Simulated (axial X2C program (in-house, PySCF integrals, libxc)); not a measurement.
**TaCl: bond curves with and without spin–orbit coupling**

Aim: find the lowest determinant of TaCl, scan the bond at several levels and fit the constants, once spin-free and once with spin–orbit coupling.

The runs use an in-house X2C program for linear molecules on PySCF integrals; all-electron X2C, Ta dyall-cv3z, Cl dyall-av3z.

All values are calculated.

**1. Input**

The input, task.json:

```json
{"zs": [73, 17], "q": 0, "bas": ["dyall-cv3z", "dyall-av3z"], "levels": ["PBE0", "HF", "LDA"], "cc": true, "r0": 2.45, "thr": -1.0, "nmax": 90, "npts": 10, "nst": 2, "ntry": 6}
```

Keys: zs atomic numbers; q charge; bas basis sets; levels methods (HF also brings MP2); cc coupled cluster on or off; r0 starting distance in Å; thr threshold in hartree for freezing inner shells (an s shell follows its p shell); nmax most natural virtual spinors; npts points asked for on the curve; nst determinants followed; ntry starts of the search.

The run is started by

```
python so2c.py task.json out
```

Spin-free means the one-electron spin-free X2C Hamiltonian; two-component (2c) means X2C with spin–orbit coupling and atomic mean-field two-electron Coulomb and Gaunt terms. Basis: Ta dyall-cv3z contracted to [13s14p9d7f4g], Cl dyall-av3z contracted to [9s8p3d2f]; Gaussian nuclei, density fitting. Masses: Ta 180.948 u, Cl 34.969 u.

Notation: σ, π±, δ± give the projection m of an orbital's angular momentum (0, ±1, ±2), α and β its spin, Λ and M_S the sums; ω is the projection of a spinor's total angular momentum and Ω the sum. Logs are in hartree.

The results follow Hamiltonian by Hamiltonian and level by level.

**2. Which state to follow**

PBE0 moves the distance from 2.450 Å to 2.284 Å and compares determinants there.

Spin-free determinants:

```
ΔE (eV)           state                              open shells
   0.00  M_S = 2, Λ = 1  beyond closed shells: σα, π+α, δ+α, δ-α
   0.12  M_S = 1, Λ = 0           beyond closed shells: δ+α, δ-α
   0.26  M_S = 2, Λ = 2  beyond closed shells: σα, π+α, π-α, δ+α
   0.33  M_S = 1, Λ = 3           beyond closed shells: π+α, δ+α
   0.42  M_S = 2, Λ = 0   beyond closed shells: 2 × σα, δ+α, δ-α
   0.44  M_S = 1, Λ = 1           beyond closed shells: π-α, δ+α
   1.11  M_S = 2, Λ = 3   beyond closed shells: 2 × σα, π+α, δ+α
```

Two-component determinants:

```json
{"ΔE (eV)": "0.00", "state": "Ω = 1", "open shells": "excess of +ω over −ω: ω = -3/2, ω = 5/2"}
{"ΔE (eV)": "0.09", "state": "Ω = 2", "open shells": "excess of +ω over −ω: ω = 1/2, ω = 3/2"}
{"ΔE (eV)": "0.24", "state": "Ω = 3", "open shells": "excess of +ω over −ω: ω = 1/2, ω = 5/2"}
{"ΔE (eV)": "0.41", "state": "Ω = 1", "open shells": "excess of +ω over −ω: ω = -1/2, ω = 3/2"}
{"ΔE (eV)": "0.50", "state": "Ω = 0", "open shells": "closed shell"}
{"ΔE (eV)": "0.52", "state": "Ω = 2", "open shells": "excess of +ω over −ω: 2 × ω = 1/2, ω = -3/2, ω = 5/2"}
{"ΔE (eV)": "0.56", "state": "Ω = 4", "open shells": "excess of +ω over −ω: ω = 3/2, ω = 5/2"}
```

**3. PBE0, spin-free**

State followed: M_S = 2, Λ = 1 (beyond closed shells: σα, π+α, δ+α, δ-α). The scan is laid around 2.284 Å, a first estimate of the minimum, and this SCF restarts from the orbitals of the search.

Output at 2.284 Å:

```text
spin-free X2C-1e  PBE0
basis functions 247  fitting functions 1213  grid points 5079
iter        total energy     max residual
   1     -16066.773472649     4.73e-05
   2     -16066.773472600     6.02e-05
   3     -16066.773472715     1.16e-05
   4     -16066.773472717     4.98e-06
   5     -16066.773472719     9.78e-07
converged
one-electron -22630.37482406  Coulomb 6625.03435940  exact exchange -85.83912372  xc functional -263.11968064  nuclear repulsion 287.52579630
```

Along the bond, energies from the lowest point:

| R (Å) | E (eV) | μ (D) | HOMO (eV) | LUMO (eV) | iterations |
| --- | --- | --- | --- | --- | --- |
| 1.987 | 1.0227 | -1.40 | -4.25 | -2.12 | 13 |
| 2.078 | 0.4149 | -1.83 | -4.46 | -2.26 | 13 |
| 2.147 | 0.1595 | -2.17 | -4.63 | -2.38 | 13 |
| 2.216 | 0.0315 | -2.52 | -4.79 | -2.50 | 13 |
| 2.284 | 0.0000 | -2.88 | -4.96 | -2.63 | 5 |
| 2.364 | 0.0525 | -3.30 | -5.14 | -2.78 | 13 |
| 2.444 | 0.1737 | -3.73 | -5.32 | -2.93 | 13 |
| 2.547 | 0.3959 | -4.29 | -5.55 | -3.12 | 13 |
| 2.672 | 0.7252 | -4.96 | -5.80 | -3.35 | 13 |

Dipoles are positive if Cl is the positive end.

Outer orbitals at the reference distance:

| symmetry | occupied | ε (eV) | atomic character |
| --- | --- | --- | --- |
| π+α | yes | -28.20 | 100% Ta f |
| π-α | yes | -28.16 | 100% Ta f |
| δ+α | yes | -28.11 | 100% Ta f |
| δ-α | yes | -28.06 | 100% Ta f |
| σβ | yes | -28.00 | 100% Ta f |
| π+β | yes | -27.94 | 100% Ta f |
| π-β | yes | -27.94 | 100% Ta f |
| φ+α | yes | -27.93 | 100% Ta f |
| φ-α | yes | -27.92 | 100% Ta f |
| δ+β | yes | -27.81 | 100% Ta f |
| δ-β | yes | -27.81 | 100% Ta f |
| φ+β | yes | -27.61 | 100% Ta f |
| φ-β | yes | -27.61 | 100% Ta f |
| σα | yes | -22.34 | 75% Cl s, 8% Ta d, 7% Ta p |
| σβ | yes | -22.34 | 75% Cl s, 8% Ta d, 7% Ta p |
| σα | yes | -10.51 | 77% Cl p, 10% Ta d, 6% Ta s |
| σβ | yes | -10.33 | 80% Cl p, 9% Ta d, 5% Ta s |
| π+α | yes | -9.50 | 76% Cl p, 15% Ta d, 4% Ta f |
| π-α | yes | -9.32 | 78% Cl p, 12% Ta d, 4% Ta f |
| π-β | yes | -9.25 | 81% Cl p, 8% Ta d, 5% Ta f |
| π+β | yes | -9.25 | 81% Cl p, 8% Ta d, 5% Ta f |
| σα | yes | -6.32 | 59% Ta s, 21% Ta d, 8% Cl p |
| δ+α | yes | -5.29 | 99% Ta d |
| δ-α | yes | -5.19 | 99% Ta d |
| π+α | yes | -4.96 | 77% Ta d, 9% Ta p, 8% Cl p |
| π-α | no | -2.63 | 75% Ta d, 14% Ta p, 5% Cl p |
| σβ | no | -2.26 | 69% Ta s, 11% Ta p, 7% Cl s |
| σα | no | -2.17 | 46% Ta d, 40% Ta p, 6% Cl p |
| π+α | no | -0.87 | 78% Ta p, 7% Cl d, 7% Cl p |

PBE0 fields in the half plane through the axis: z from -2.4 to 4.5 Å across, distance from the axis 0.15 to 2.25 Å upwards; Ta lies at z = 0 and Cl at z = 2.284 Å; the ELF is damped to zero where the density is low.

log10 density (e/bohr³). Ten even steps from '0' (-4.75 ) to '9' (1.79 ):
```
112222333322222222211000
122233333333333332221110
122333444433333333332210
223334444444444444433211
223344555554445555443321
223345566655555665544321
223345677765556666554322
222345789875566886654322
```

ELF. Ten even steps from '0' (0.00 ) to '9' (0.89 ):
```
001345554321000000000000
013566665431001222110000
024567765432113455421000
023566655422246777642100
012344455421368999874200
001112466631489999986310
000003643552598117996310
000004662652592991997410
```

Re = 2.277 Å, ωe = 382 cm⁻¹, ωexe = 1.1 cm⁻¹, Be = 0.111 cm⁻¹, De = 4.52 eV, μ = -2.84 D.

**4. HF, spin-free**

Output at 2.284 Å:

```text
spin-free X2C-1e  HF
basis functions 247  fitting functions 1213  grid points 5079
iter        total energy     max residual
   1     -16061.171163233     6.00e-01
   2     -16061.219276852     2.54e-02
   3     -16061.219886796     3.00e-02
   4     -16061.223342683     1.40e-03
   5     -16061.223519207     8.07e-04
   6     -16061.223589308     4.04e-04
   7     -16061.223616837     3.06e-04
   8     -16061.223631514     1.20e-04
   9     -16061.223635396     4.58e-05
  10     -16061.223635775     1.66e-05
  11     -16061.223635815     8.82e-06
  12     -16061.223635827     4.30e-06
  13     -16061.223635830     2.48e-06
  14     -16061.223635832     9.29e-07
converged
one-electron -22632.17488960  Coulomb 6627.04116746  exact exchange -343.61570999  xc functional 0.00000000  nuclear repulsion 287.52579630
```

Re = 2.352 Å, ωe = 353 cm⁻¹, ωexe = 0.991 cm⁻¹, Be = 0.104 cm⁻¹, De = 3.52 eV, μ = -3.71 D.

**5. LDA, spin-free**

Output at 2.284 Å:

```text
spin-free X2C-1e  LDA
basis functions 247  fitting functions 1213  grid points 5079
iter        total energy     max residual
   1     -16055.582492342     1.26e+00
   2     -16055.600125098     2.35e-02
   3     -16055.588167466     4.67e-02
   4     -16055.604736454     1.64e-03
   5     -16055.604487808     2.88e-03
   6     -16055.604798519     4.29e-04
   7     -16055.604803630     1.43e-04
   8     -16055.604803939     1.65e-05
   9     -16055.604803945     4.28e-06
  10     -16055.604803946     1.10e-06
converged
one-electron -22627.78282712  Coulomb 6622.22995475  exact exchange 0.00000000  xc functional -337.57772788  nuclear repulsion 287.52579630
```

Re = 2.235 Å, ωe = 401 cm⁻¹, ωexe = 1.18 cm⁻¹, Be = 0.1152 cm⁻¹, De = 5.13 eV, μ = -2.16 D.

**6. MP2 and beyond, spin-free**

Correlated methods: 12 electrons correlated (frozen shells, counted by type: Ta 5 s, 4 p, 2 d, 1 f; Cl 2 s, 1 p), 314 virtual spinors in MP2, 90 natural virtuals in coupled cluster.

Output of the correlated part at 2.284 Å:

```text
correlated 12  virtual 314  natural virtual 90  E(MP2) -0.262952448  MP2 remainder -0.009793478
iter   CCSD correlation   residual
   1     -0.267807762   1.05e-01
   2     -0.274039340   4.90e-02
   3     -0.275949073   3.00e-02
   4     -0.276289824   1.95e-02
   5     -0.276567801   1.05e-02
   6     -0.276633277   5.14e-03
   7     -0.276644146   2.02e-03
   8     -0.276652717   8.56e-04
   9     -0.276644673   4.07e-04
  10     -0.276648559   1.66e-04
  11     -0.276648607   5.88e-05
  12     -0.276649283   2.71e-05
  13     -0.276649286   1.33e-05
(T) -0.012368574  T1 0.0217  D1 0.0390  max T2 0.122
```

T1 in the output is the amplitude norm over the root of the electron number; divide by √2 for the Lee–Taylor value.

MP2: Re = 2.302 Å, ωe = 372 cm⁻¹, Be = 0.1085 cm⁻¹, De = 4.29 eV.

CCSD: Re = 2.315 Å, ωe = 367 cm⁻¹, ωexe = 1.03 cm⁻¹, Be = 0.1073 cm⁻¹, De = 3.95 eV. T1 at Re = 0.015 (Lee–Taylor, the printed value over √2).

CCSD(T): Re = 2.313 Å, ωe = 368 cm⁻¹, ωexe = 1.03 cm⁻¹, Be = 0.1075 cm⁻¹, De = 4.00 eV. T1 at Re = 0.015 (Lee–Taylor, the printed value over √2).

**7. A higher determinant, spin-free**

State: M_S = 1, Λ = 0 (beyond closed shells: δ+α, δ-α).

Output at the reference distance:

```text
spin-free X2C-1e  PBE0
basis functions 247  fitting functions 1213  grid points 5079
iter        total energy     max residual
   1     -16066.769024214     6.32e-06
   2     -16066.769024215     7.73e-06
converged
one-electron -22625.31701586  Coulomb 6619.85132367  exact exchange -85.80383304  xc functional -263.02529528  nuclear repulsion 287.52579630
```

| R (Å) | E above the lowest PBE0 point (eV) |
| --- | --- |
| 1.987 | 0.835 |
| 2.078 | 0.345 |
| 2.147 | 0.164 |
| 2.216 | 0.100 |
| 2.284 | 0.121 |
| 2.364 | 0.223 |
| 2.444 | 0.381 |
| 2.547 | 0.636 |
| 2.672 | 0.986 |

Re = 2.230 Å, ωe = 396 cm⁻¹, ωexe = 1.28 cm⁻¹, Be = 0.1157 cm⁻¹, μ = -0.32 D. ⟨S²⟩ = 2.37 against 2.00 for a pure state, so this determinant mixes spins. Te = 0.10 eV.

**8. The spin-free curves together**

Energy (eV) of the followed determinant, spin-free, from each level's lowest point:

| R (Å) | PBE0 | HF | MP2 | CCSD | CCSD(T) | LDA |
| --- | --- | --- | --- | --- | --- | --- |
| 1.987 | 1.023 | 1.529 | 1.189 | n/a | n/a | 0.777 |
| 2.078 | 0.415 | 0.747 | 0.519 | 0.570 | 0.562 | 0.266 |
| 2.147 | 0.159 | 0.378 | 0.224 | 0.255 | 0.250 | 0.073 |
| 2.216 | 0.032 | 0.151 | 0.061 | 0.076 | 0.074 | 0.000 |
| 2.284 | 0.000 | 0.034 | 0.000 | 0.000 | 0.000 | 0.016 |
| 2.364 | 0.052 | 0.000 | 0.023 | 0.009 | 0.011 | 0.116 |
| 2.444 | 0.174 | 0.049 | 0.120 | 0.094 | 0.098 | 0.277 |
| 2.547 | 0.396 | 0.195 | 0.318 | 0.279 | 0.285 | 0.540 |
| 2.672 | 0.725 | 0.453 | 0.627 | n/a | n/a | 0.907 |

**9. PBE0, 2c**

State followed: Ω = 1 (excess of +ω over −ω: ω = -3/2, ω = 5/2). The scan is laid around 2.284 Å, a first estimate of the minimum, and this SCF restarts from the orbitals of the search.

The SCF at the reference distance of 2.284 Å:

```text
two-component X2C + atomic mean field  PBE0
basis functions 247  fitting functions 1213  grid points 5079
iter        total energy     max residual
   1     -16064.959061460     1.17e-05
   2     -16064.959061501     1.04e-05
   3     -16064.959061512     8.24e-06
   4     -16064.959061528     6.30e-06
   5     -16064.959061548     1.96e-06
   6     -16064.959061549     8.79e-07
converged
one-electron -22612.51704415  Coulomb 6622.32559982  exact exchange -85.80760239  xc functional -263.06305430  nuclear repulsion 287.52579630  atomic mean-field constant -13.42275683
```

Along the bond, energies from the lowest point:

| R (Å) | E (eV) | μ (D) | HOMO (eV) | LUMO (eV) | iterations |
| --- | --- | --- | --- | --- | --- |
| 1.987 | 1.0104 | -1.40 | -4.39 | -2.12 | 17 |
| 2.078 | 0.4089 | -1.80 | -4.60 | -2.15 | 17 |
| 2.147 | 0.1563 | -2.14 | -4.75 | -2.26 | 16 |
| 2.216 | 0.0302 | -2.49 | -4.84 | -2.38 | 15 |
| 2.284 | 0.0000 | -2.85 | -4.95 | -2.51 | 6 |
| 2.364 | 0.0534 | -3.27 | -5.07 | -2.66 | 15 |
| 2.444 | 0.1752 | -3.70 | -5.19 | -2.81 | 15 |
| 2.547 | 0.3976 | -4.26 | -5.36 | -3.00 | 15 |
| 2.672 | 0.7267 | -4.94 | -5.55 | -3.22 | 15 |

Dipoles are positive if Cl is the positive end.

Outer spinors at the reference distance:

```
   ω  occupied  ε (eV)             atomic character     λ mixture
 1/2       yes  -27.31                    100% Ta f  50% σ, 50% π
-1/2       yes  -27.29                    100% Ta f  62% σ, 38% π
 3/2       yes  -27.27                    100% Ta f  63% π, 37% δ
 5/2       yes  -27.20                    100% Ta f  78% δ, 22% φ
-3/2       yes  -27.20                    100% Ta f  75% π, 25% δ
 7/2       yes  -27.15                    100% Ta f        100% φ
-5/2       yes  -27.05                    100% Ta f  87% δ, 13% φ
-7/2       yes  -26.83                    100% Ta f        100% φ
-1/2       yes  -22.36   75% Cl s, 8% Ta d, 7% Ta p        100% σ
 1/2       yes  -22.36   75% Cl s, 8% Ta d, 7% Ta p        100% σ
 1/2       yes  -10.51  77% Cl p, 10% Ta d, 6% Ta s        100% σ
-1/2       yes  -10.35  79% Cl p, 10% Ta d, 5% Ta s        100% σ
-1/2       yes   -9.55  76% Cl p, 15% Ta d, 4% Ta f        100% π
 1/2       yes   -9.32   81% Cl p, 8% Ta d, 5% Ta f        100% π
 3/2       yes   -9.29  78% Cl p, 12% Ta d, 4% Ta f        100% π
-3/2       yes   -9.23   81% Cl p, 8% Ta d, 5% Ta f        100% π
 1/2       yes   -6.30  59% Ta s, 21% Ta d, 8% Cl p        100% σ
-3/2       yes   -5.52                     99% Ta d   99% δ, 1% π
-1/2       yes   -5.09  76% Ta d, 10% Ta p, 8% Cl p   98% π, 2% σ
 5/2       yes   -4.95                     99% Ta d        100% δ
 3/2        no   -2.51  76% Ta d, 13% Ta p, 5% Cl p   99% π, 1% δ
-1/2        no   -2.30  68% Ta s, 12% Ta p, 7% Cl s   99% σ, 1% π
 1/2        no   -2.16  46% Ta d, 39% Ta p, 6% Cl p   98% σ, 2% π
-1/2        no   -1.00  68% Ta p, 14% Ta d, 7% Cl d  88% π, 12% σ
```

PBE0 fields in the half plane through the axis: z from -2.4 to 4.5 Å across, distance from the axis 0.15 to 2.25 Å upwards; Ta lies at z = 0 and Cl at z = 2.284 Å; the ELF is damped to zero where the density is low.

log10 density (e/bohr³). Ten even steps from '0' (-4.75 ) to '9' (1.79 ):
```
112222333322222222211000
122233333333333332222110
122333444433333333332210
222334444444444444433211
223344555554445555443321
223345566655555665544321
223345677765556666554322
223345789875566886654322
```

ELF. Ten even steps from ' ' (0.00 ) to '@' (0.89 ):
```
    ..--==++++++==--::..                        
  ..--++********++==--..    ..::::::..          
  ::==++**####****==--::....--==++++==::..      
  ::--++********++==::..::==**######**==::..    
  ..::--======++++==::..--**%%@@@@@@%%##==::    
    ......::==******--..==%%@@@@@@@@@@%%**--..  
          --**==--++++::++@@%%....##@@@@##--..  
          ==****::**++::++@@::@@@@..@@@@##==..  
```

Re = 2.276 Å, ωe = 382 cm⁻¹, ωexe = 1.1 cm⁻¹, Be = 0.1111 cm⁻¹, De = 4.39 eV, μ = -2.80 D.

**10. HF, 2c**

Output at 2.284 Å:

```text
two-component X2C + atomic mean field  HF
basis functions 247  fitting functions 1213  grid points 5079
iter        total energy     max residual
   1     -16059.318814414     6.01e-01
   2     -16059.367170047     2.53e-02
   3     -16059.367858788     3.00e-02
   4     -16059.371322805     1.40e-03
   5     -16059.371545853     8.97e-04
   6     -16059.371658815     5.45e-04
   7     -16059.371722069     4.71e-04
   8     -16059.371774849     3.91e-04
   9     -16059.371808233     3.14e-04
  10     -16059.371828467     2.66e-04
  11     -16059.371865299     1.67e-04
  12     -16059.371894539     7.17e-05
  13     -16059.371896237     4.26e-05
  14     -16059.371896606     1.96e-05
  15     -16059.371896665     1.13e-05
  16     -16059.371896690     4.46e-06
  17     -16059.371896697     2.91e-06
  18     -16059.371896698     1.88e-06
converged
one-electron -22614.15521975  Coulomb 6624.16680820  exact exchange -343.48652462  xc functional 0.00000000  nuclear repulsion 287.52579630  atomic mean-field constant -13.42275683
```

Re = 2.349 Å, ωe = 353 cm⁻¹, ωexe = 0.995 cm⁻¹, Be = 0.1042 cm⁻¹, De = 3.50 eV, μ = -3.57 D.

**11. LDA, 2c**

Output at 2.284 Å:

```text
two-component X2C + atomic mean field  LDA
basis functions 247  fitting functions 1213  grid points 5079
iter        total energy     max residual
   1     -16053.791607332     1.26e+00
   2     -16053.809471591     2.36e-02
   3     -16053.797705930     4.70e-02
   4     -16053.814033491     1.59e-03
   5     -16053.813798674     2.89e-03
   6     -16053.814092756     4.62e-04
   7     -16053.814098492     1.56e-04
   8     -16053.814098943     1.62e-05
   9     -16053.814098951     8.37e-06
  10     -16053.814098953     1.59e-06
converged
one-electron -22609.87907181  Coulomb 6619.47175964  exact exchange 0.00000000  xc functional -337.50982626  nuclear repulsion 287.52579630  atomic mean-field constant -13.42275683
```

No constants are quoted: the solution changes its character somewhere along the scan, so the fit is set aside.

**12. Correlated methods, 2c**

Correlated methods: 12 electrons correlated (frozen shells, counted by type: Ta 5 s, 4 p, 2 d, 1 f; Cl 2 s, 1 p), 314 virtual spinors in MP2, 90 natural virtuals in coupled cluster.

Output of the correlated part at 2.284 Å:

```text
correlated 12  virtual 314  natural virtual 90  E(MP2) -0.262978686  MP2 remainder -0.009857600
iter   CCSD correlation   residual
   1     -0.267806196   1.05e-01
   2     -0.274056623   4.84e-02
   3     -0.275918459   2.91e-02
   4     -0.276211464   1.85e-02
   5     -0.276457324   9.83e-03
   6     -0.276514819   4.86e-03
   7     -0.276524952   1.94e-03
   8     -0.276533483   8.23e-04
   9     -0.276525865   4.10e-04
  10     -0.276529390   1.94e-04
  11     -0.276529209   9.27e-05
  12     -0.276529996   5.33e-05
  13     -0.276529868   2.89e-05
  14     -0.276529982   1.47e-05
  15     -0.276530032   7.02e-06
  16     -0.276530075   3.56e-06
  17     -0.276530102   1.89e-06
  18     -0.276530115   1.06e-06
(T) -0.012290501  T1 0.0210  D1 0.0350  max T2 0.117
```

MP2: Re = 2.301 Å, ωe = 372 cm⁻¹, Be = 0.1087 cm⁻¹, De = 4.10 eV.

CCSD: Re = 2.313 Å, ωe = 367 cm⁻¹, ωexe = 1.08 cm⁻¹, Be = 0.1075 cm⁻¹, De = 3.76 eV. T1 at Re = 0.015 (Lee–Taylor, the printed value over √2).

CCSD(T): Re = 2.311 Å, ωe = 368 cm⁻¹, ωexe = 1.08 cm⁻¹, Be = 0.1077 cm⁻¹, De = 3.80 eV. T1 at Re = 0.015 (Lee–Taylor, the printed value over √2).

**13. A higher determinant, 2c**

State: Ω = 2 (excess of +ω over −ω: ω = 1/2, ω = 3/2).

Output at the reference distance:

```text
two-component X2C + atomic mean field  PBE0
basis functions 247  fitting functions 1213  grid points 5079
iter        total energy     max residual
   1     -16064.955706676     2.91e-06
   2     -16064.955706677     3.17e-06
converged
one-electron -22607.98950900  Coulomb 6617.65020848  exact exchange -85.76635957  xc functional -262.95308606  nuclear repulsion 287.52579630  atomic mean-field constant -13.42275683
```

| R (Å) | E above the lowest PBE0 point (eV) |
| --- | --- |
| 1.987 | 0.942 |
| 2.078 | 0.394 |
| 2.147 | 0.179 |
| 2.216 | 0.089 |
| 2.284 | 0.091 |
| 2.364 | 0.179 |
| 2.444 | 0.330 |
| 2.547 | 0.584 |
| 2.672 | 0.942 |

Re = 2.247 Å, ωe = 398 cm⁻¹, ωexe = 1.18 cm⁻¹, Be = 0.1139 cm⁻¹, μ = -1.73 D. Te = 0.08 eV.

**14. The 2c curves together**

Energy (eV) of the followed determinant, 2c, from each level's lowest point:

| R (Å) | PBE0 | HF | MP2 | CCSD | CCSD(T) | LDA (jumps) |
| --- | --- | --- | --- | --- | --- | --- |
| 1.987 | 1.010 | n/a | n/a | n/a | n/a | 0.478 |
| 2.078 | 0.409 | 0.727 | 0.506 | 0.553 | 0.544 | 0.103 |
| 2.147 | 0.156 | 0.365 | 0.217 | 0.247 | 0.242 | 0.000 |
| 2.216 | 0.030 | 0.144 | 0.059 | 0.073 | 0.071 | 0.006 |
| 2.284 | 0.000 | 0.030 | 0.000 | 0.000 | 0.000 | 0.041 |
| 2.364 | 0.053 | 0.000 | 0.025 | 0.011 | 0.013 | 0.143 |
| 2.444 | 0.175 | 0.051 | 0.124 | 0.098 | 0.102 | 0.306 |
| 2.547 | 0.398 | 0.199 | 0.322 | 0.284 | 0.289 | 0.570 |
| 2.672 | 0.727 | 0.459 | 0.631 | n/a | n/a | 0.937 |

The whole job took 4.6 min on 1 thread of Arm Neoverse V1, shared host.

**15. What came out**

Lowest determinant that the search found at its distance, spin-free: M_S = 2, Λ = 1 (beyond closed shells: σα, π+α, δ+α, δ-α).

Lowest determinant that the search found at its distance, 2c: Ω = 1 (excess of +ω over −ω: ω = -3/2, ω = 5/2).

| Hamiltonian | level | Re (Å) | ωe (cm⁻¹) | De (eV) | μ (D) |
| --- | --- | --- | --- | --- | --- |
| spin-free | PBE0 | 2.277 | 382 | 4.52 | -2.84 |
| spin-free | HF | 2.352 | 353 | 3.52 | -3.71 |
| spin-free | MP2 | 2.302 | 372 | 4.29 | n/a |
| spin-free | CCSD | 2.315 | 367 | 3.95 | n/a |
| spin-free | CCSD(T) | 2.313 | 368 | 4.00 | n/a |
| spin-free | LDA | 2.235 | 401 | 5.13 | -2.16 |
| 2c | PBE0 | 2.276 | 382 | 4.39 | -2.80 |
| 2c | HF | 2.349 | 353 | 3.50 | -3.57 |
| 2c | MP2 | 2.301 | 372 | 4.10 | n/a |
| 2c | CCSD | 2.313 | 367 | 3.76 | n/a |
| 2c | CCSD(T) | 2.311 | 368 | 3.80 | n/a |

Dipoles are positive if Cl is the positive end. No constants: 2c LDA (the solution changes its character somewhere along the scan, so the fit is set aside).

Time per point (s) on 1 thread of Arm Neoverse V1, shared host (2c runs; CCSD comes with the CCSD(T) run); the times are rough: PBE0 1.6, HF 2.8, MP2 3.6, CCSD(T) 8.9.

In words: At CCSD(T), going from spin-free to two-component changes Re by -2 mÅ, ωe by -0.1 %; the spin-free picture holds up (part of it comes from the scalar share of the two-electron terms). It costs about 1.5 times the time. De moves by -0.20 eV; both De rest on single-determinant atoms, which can miss part of an open shell's spin–orbit lowering.

De refers to Ta + Cl, each in the lowest determinant found, which need not be this curve's own limit. The state is a single determinant with fixed occupations, the lowest that a limited PBE0 search found. De is counted from the lowest determinant-based energies of the atoms at the same level, without counterpoise correction. Density functionals use the spin component along the axis (collinear). CCSD and (T) use frozen natural virtuals with an MP2 correction for the truncation. With several unpaired electrons one determinant need not be a pure state. At some level an empty orbital lies below a filled one. Some points did not converge and are left out. With the outer-core shells frozen, correlated bond lengths of heavy atoms tend to come out a few hundredths of an ångström too long.
